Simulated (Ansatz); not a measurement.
This script makes a scan of the energy under strain of YSe, space group Fm-3m with the Ansatz DFT code, driven from Python.

`yse_strain.py`
```python
import ansatz as az
import numpy as np

CUTOFF = 520
MESH = (11, 11, 11)

vectors0 = np.array([
    [0.0, 2.8515, 2.8515],
    [2.8515, 0.0, 2.8515],
    [2.8515, 2.8515, 0.0],
])
sites = [
    ("Y", (0.5, 0.5, 0.5)),
    ("Se", (0.0, 0.0, 0.0)),
]


def on_lattice(cell):
    crystal = az.Crystal(lattice=az.Lattice.of(cell))
    for symbol, position in sites:
        crystal = crystal.atom(symbol, position)
    return crystal

values = np.linspace(-0.05, 0.05, 7)
energies = []
for d in values:
    strain = np.diag([d, d, 0])
    cell = vectors0 @ (np.eye(3) + strain)
    base = (
        on_lattice(cell).calculation()
        .functional(az.Functional.R2SCAN)
        .pseudopotentials("paw")
        .occupations(az.OccupationsMethod.FERMI_DIRAC)
        .basis(CUTOFF)
        .kpoints(*MESH)
        .stress()
    )
    data = base.run().report
    energies.append(data["free_energy_ev"] / len(sites))
    s = data["stress_gpa"]
    print(f"d = {d:+.4f}  stress xx yy zz xy (GPa, compression positive): {s[0][0]:8.3f} {s[1][1]:8.3f} {s[2][2]:8.3f} {s[0][1]:8.3f}")
energies = np.array(energies)

for value, e in zip(values, energies):
    print(f"strain {value:7.3f}   E - Emin = {1000 * (e - energies.min()):9.3f} meV/atom")
np.savetxt("strain.csv", np.column_stack([values, energies]), fmt="%.6f", delimiter=",", header="strain,energy_eV_per_atom")
curvature = 2 * np.polyfit(values, energies, 3)[1]
volume = abs(np.linalg.det(vectors0)) / len(sites)
print(f"d2E/dd2 over the volume: {curvature / volume * 160.21766:.1f} GPa")
```

How much energy does this biaxial strain cost, and what curvature follows?

Against the unstrained cell the energy per atom changes by +152.08 meV at one end of the scan and +38.13 meV at the other, and its second derivative over the volume is 526.5 GPa.

The output:

Running `python yse_strain.py` prints:
```text
d = -0.0500  stress xx yy zz xy (GPa, compression positive):   20.815   20.815    5.393    0.000
d = -0.0333  stress xx yy zz xy (GPa, compression positive):   13.527   13.527    4.501    0.000
d = -0.0167  stress xx yy zz xy (GPa, compression positive):    7.570    7.570    3.618    0.000
d = +0.0000  stress xx yy zz xy (GPa, compression positive):    2.738    2.738    2.738    0.000
d = +0.0167  stress xx yy zz xy (GPa, compression positive):   -1.155   -1.155    1.878    0.000
d = +0.0333  stress xx yy zz xy (GPa, compression positive):   -4.268   -4.268    1.057    0.000
d = +0.0500  stress xx yy zz xy (GPa, compression positive):   -6.724   -6.724    0.285    0.000
strain  -0.050   E - Emin =   155.554 meV/atom
strain  -0.033   E - Emin =    76.782 meV/atom
strain  -0.017   E - Emin =    27.690 meV/atom
strain   0.000   E - Emin =     3.477 meV/atom
strain   0.017   E - Emin =     0.000 meV/atom
strain   0.033   E - Emin =    13.721 meV/atom
strain   0.050   E - Emin =    41.611 meV/atom
d2E/dd2 over the volume: 526.5 GPa
```

`strain.csv`, as written:
```csv
# strain,energy_eV_per_atom
-0.050000,-4670.793404
-0.033333,-4670.872176
-0.016667,-4670.921268
0.000000,-4670.945481
0.016667,-4670.948958
0.033333,-4670.935237
0.050000,-4670.907347
```

Notes:
- Absolute energies stand on the zero of these potentials, so only differences at equal settings mean something.
- The curvature belongs to this strain pattern and to the cell's stress; it equals a single elastic constant only for simple patterns.
- In a metal a curvature from energy changes of a few meV or less hangs on mesh and smearing, in size and even in sign.
- The structure is a deposited one; some such entries were measured under pressure or heat, so a shift against it needn't be the functional's error alone.
- The ions keep their fractional positions (clamped ions).
- Processor time in the engine: 70 s on 1 thread of Intel(R) Xeon(R) Processor @ 2.30GHz (shared host), peak memory 0.78 GiB.
